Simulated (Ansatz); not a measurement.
**SiGeH₄ (triplet): from Hartree-Fock to the top rungs, cc-pVDZ**

How much of the correlation energy of SiGeH₄ (triplet) does each wave-function method recover here?

Method: cc-pVDZ, core rule «outside noble gas», up to 19 orbitals frozen; program: Ansatz 0.2.0, Gaussian basis.

To be run: UHF; CCSD(T) on ROHF; CCSD(T) on UHF; BCCD(T) on ROHF; CISD; CCSDT(Q) on ROHF; CCSDT(Q) on UHF.

10 further runs of the same task are left out: 3 that didn't finish, 7 set aside as unsound or not needed.

### 1 The geometry

The geometry is a PBE0/def2-TZVP stationary point (not a proven minimum) of the parent state, kept for this charge and spin. No spin-orbit coupling is included. The filled d shell of Ge may be among the frozen orbitals whatever the setting's name suggests; the logs give the count.

6 atoms, charge 0, spin multiplicity 3.

Atoms are counted from 1 here; the program's logs count them from 0.

Bond lengths: Si1–Ge2 2.430 Å, Si1–H3 1.526 Å, Ge2–H4 1.541 Å, Ge2–H5 1.545 Å, Ge2–H6 1.544 Å. Angles: Ge2–Si1–H3 88.8°, Si1–Ge2–H4 114.3°, Si1–Ge2–H5 109.5°, Si1–Ge2–H6 110.7°, H4–Ge2–H5 107.4°, H4–Ge2–H6 107.5°, H5–Ge2–H6 107.0°.

### 2 UHF

in.yaml

```yaml
crystal:
  periodic: [false, false, false]
  atoms:
    - {symbol: Si, position_ang: [-0.000654, -0.093078, 1.769086]}
    - {symbol: Ge, position_ang: [-0.000135, 0.013219, -0.658153]}
    - {symbol: H, position_ang: [0.002033, 1.432640, 1.804104]}
    - {symbol: H, position_ang: [-0.031486, -1.361054, -1.353967]}
    - {symbol: H, position_ang: [1.269853, 0.747832, -1.142672]}
    - {symbol: H, position_ang: [-1.212415, 0.821483, -1.170072]}
basis:
  gaussian: {orbitals: cc-pVDZ}
magnetization: {spin_polarized: true, initial_magnetization: 2}
hamiltonian: {xc: hf}
output: {orbitals: {seedname: orbitals}}
```

Command:

```
> ansatz run in.yaml --threads 1 --pin off --events-out ev --progress --plain --max-ram 2393MiB
```

Further steps of the session: CCSD(T) on ROHF; CCSD(T) on UHF; BCCD(T) on ROHF; CISD; CCSDT(Q) on ROHF; CCSDT(Q) on UHF.

**Question.** What will the summary of the whole plan be? Wanted: UCCSDT(Q) below the RHF energy; RMP2 from UCCSDT(Q); UMP2 from UCCSDT(Q); RCCSD from UCCSDT(Q); RCCSD(T) from UCCSDT(Q); UCCSD(T) from UCCSDT(Q); RCCSDT(Q) from UCCSDT(Q); T1 diagnostic.

**Answer**, as computed:

| quantity | value |
| --- | --- |
| UCCSDT(Q) below the RHF energy | -5.9906 eV |
| RMP2 from UCCSDT(Q) | +131.8 kJ/mol |
| UMP2 from UCCSDT(Q) | +131.2 kJ/mol |
| RCCSD from UCCSDT(Q) | +18.8 kJ/mol |
| RCCSD(T) from UCCSDT(Q) | +4.1 kJ/mol |
| UCCSD(T) from UCCSDT(Q) | +4.0 kJ/mol |
| RCCSDT(Q) from UCCSDT(Q) | +0.1 kJ/mol |
| levels within 1 kcal/mol (43 meV) | RCCSD(T), UCCSD(T), BCCD(T), RCCSDT, UCCSDT, RCCSDT(Q) |
| T1 diagnostic | 0.024 |

In words: RCCSD(T) misses by +4.1 kJ/mol, 0.7 % of the correlation energy. These misses are within one basis, not against nature; the frozen cores of restricted and unrestricted runs differ, which can shift their rows.
